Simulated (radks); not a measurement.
**The first electron to leave W¹⁰⁺**

W¹⁰⁺ stands in [Kr] 4d10 4f14 5s2 5p(1/2: 2, 3/2: 0). From which sub-shell is an electron easiest to take? Each removal is a run of its own. The parent's configuration is the lowest that an earlier search found at this level.

The numbers are computed with radks (a radial shooting solver on a logarithmic mesh, Libxc functionals) version 1 (Dirac Kohn-Sham, relativistic LDA (MacDonald-Vosko exchange, VWN5 correlation), spin-unpolarised, spherical densities, finite nucleus), except any that are marked as measured or tabulated.

3 further runs of the same task are left out: 3 set aside as unsound or not needed.

### Step 1. The system

- element: tungsten (Z = 74)
- charge: +10
- electrons: 64
- configuration: [Kr] 4d10 4f14 5s2 5p(1/2: 2, 3/2: 0)
- nuclear rms radius: 5.3658 fm

A shell typed twice in an input gives the lower j, then the higher j.

### Step 2. The parent, W¹⁰⁺

From an earlier run at this level the parent has E = -16093.400224 hartree and these outer levels (eV):

| level | occupation | energy (eV) |
| --- | --- | --- |
| 4p3/2 | 4 | -564.96 |
| 4d3/2 | 4 | -407.58 |
| 4d5/2 | 6 | -395.07 |
| 5s1/2 | 2 | -232.02 |
| 5p1/2 | 2 | -200.74 |
| 4f5/2 | 6 | -196.14 |
| 4f7/2 | 8 | -193.80 |
| 5p3/2 | 0 | -187.90 |

### Step 3. Remove 4f7/2: [Kr] 4d10 4f(5/2: 6, 7/2: 7) 5s2 5p(1/2: 2, 3/2: 0)

Input:

```text
Z 74
configuration [Kr] 4d10 4f6 4f7 5s2 5p2 5p0
relativity Dirac
functional lda_x_rel,vwn5
spin unpolarised
j_filling energy
nucleus finite rms 5.3658 fm
c 137.035999084
```

### Step 4. Remove 4f5/2: [Kr] 4d10 4f(5/2: 5, 7/2: 8) 5s2 5p(1/2: 2, 3/2: 0)

Changes since step 3:

```diff
@@ -1,3 +1,3 @@
 Z 74
-configuration [Kr] 4d10 4f6 4f7 5s2 5p2 5p0
+configuration [Kr] 4d10 4f5 4f8 5s2 5p2 5p0
 relativity Dirac
```

### Step 5. Remove 5p1/2: [Kr] 4d10 4f14 5s2 5p(1/2: 1, 3/2: 0)

Changes since step 4:

```diff
@@ -1,3 +1,3 @@
 Z 74
-configuration [Kr] 4d10 4f5 4f8 5s2 5p2 5p0
+configuration [Kr] 4d10 4f14 5s2 5p1 5p0
 relativity Dirac
```

### Step 6. Remove 5s1/2: [Kr] 4d10 4f14 5s1 5p(1/2: 2, 3/2: 0)

Changes since step 5:

```diff
@@ -1,3 +1,3 @@
 Z 74
-configuration [Kr] 4d10 4f14 5s2 5p1 5p0
+configuration [Kr] 4d10 4f14 5s1 5p2 5p0
 relativity Dirac
```

Q: Predict the outcome of this session. Wanted: for each run, case; final configuration; Δ-SCF; −ε of the level emptied.

As calculated:

| case | final configuration | Δ-SCF (eV) | −ε of the level emptied (eV) |
| --- | --- | --- | --- |
| remove 4f7/2 | [Kr] 4d10 4f(5/2: 6, 7/2: 7) 5s2 5p(1/2: 2, 3/2: 0) | 209.58 | 193.80 |
| remove 5p1/2 | [Kr] 4d10 4f14 5s2 5p(1/2: 1, 3/2: 0) | 211.13 | 200.74 |
| remove 4f5/2 | [Kr] 4d10 4f(5/2: 5, 7/2: 8) 5s2 5p(1/2: 2, 3/2: 0) | 212.03 | 196.14 |
| remove 5s1/2 | [Kr] 4d10 4f14 5s1 5p(1/2: 2, 3/2: 0) | 242.98 | 232.02 |

What this shows: The 4f7/2 electron leaves first, at 209.58 eV; the next cheapest, 5p1/2, costs 211.13 eV. 4f7/2 is also the highest occupied level of the parent. NIST lists 209 eV (semi-empirical), between the same two configurations. Spin polarisation and multiplet splitting are left out, so open shells lie too high by an amount that depends on their filling.
